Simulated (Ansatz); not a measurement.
# In2Au: the cost of one run

Method: DFT LDA, scalar-relativistic, in Ansatz 0.2.0.

## (1) The structure to begin with

Symmetry: Fm-3m, No. 225, cubic system. Conventional cell: a = 6.502 Å, b = 6.502 Å, c = 6.502 Å, α = 90.00°, β = 90.00°, γ = 90.00°. In (site symmetry -43m) has 4 Au at 2.82 Å in its first shell of neighbours. Au (site symmetry m-3m) is surrounded by 8 In at 2.82 Å.

Structure file:

```
CELL_PARAMETERS angstrom
0.00000 3.25100 3.25100
3.25100 0.00000 3.25100
3.25100 3.25100 0.00000
ATOMIC_POSITIONS crystal
In 0.25000 0.25000 0.25000
In 0.75000 0.75000 0.75000
Au 0.00000 0.00000 0.00000
```

Structure: COD 9009001, as refined from experiment and not relaxed.

Atoms are numbered in the order of the input: In1, In2, Au3.

## (2) All-electron LAPW

Input file input.yaml:

```yaml
crystal:
  lattice:
    - [0.0, 3.251, 3.251]
    - [3.251, 0.0, 3.251]
    - [3.251, 3.251, 0.0]
  atoms:
    - { symbol: In, position: [0.25, 0.25, 0.25] }
    - { symbol: In, position: [0.75, 0.75, 0.75] }
    - { symbol: Au, position: [0.0, 0.0, 0.0] }
kpoints:
  mp_grid: { grid: [10, 10, 10] }
  band_path:
    path:
      - [0.0, 0.0, 0.0]
      - [0.5, 0.0, 0.5]
      - [0.625, 0.25, 0.625]
      - [0.375, 0.375, 0.75]
      - [0.0, 0.0, 0.0]
      - [0.5, 0.5, 0.5]
      - [0.5, 0.25, 0.75]
      - [0.5, 0.0, 0.5]
    npoints: 14
scf:
  occupations: { method: fermi_dirac, width: 0.05 }
hamiltonian:
  xc: lda
  pseudopotentials: { kind: all_electron, lapw: { basis_error: 0.0005 } }
output:
  forces: true
  stress: true
  eigenvalues: true
  populations: true
  dos: { projected: true, de: 0.2, e_range: [-14, 8] }
```

The run is started by

```
ansatz run input.yaml --threads 1 --pin off --max-ram 4096MiB --backend cpu --events-out ev --progress --plain --runs-dir out
```

Q: Estimate wall time and peak memory on 1 thread of Arm Neoverse V1, shared host.

About 99 s, with a peak of 0.62 GiB.
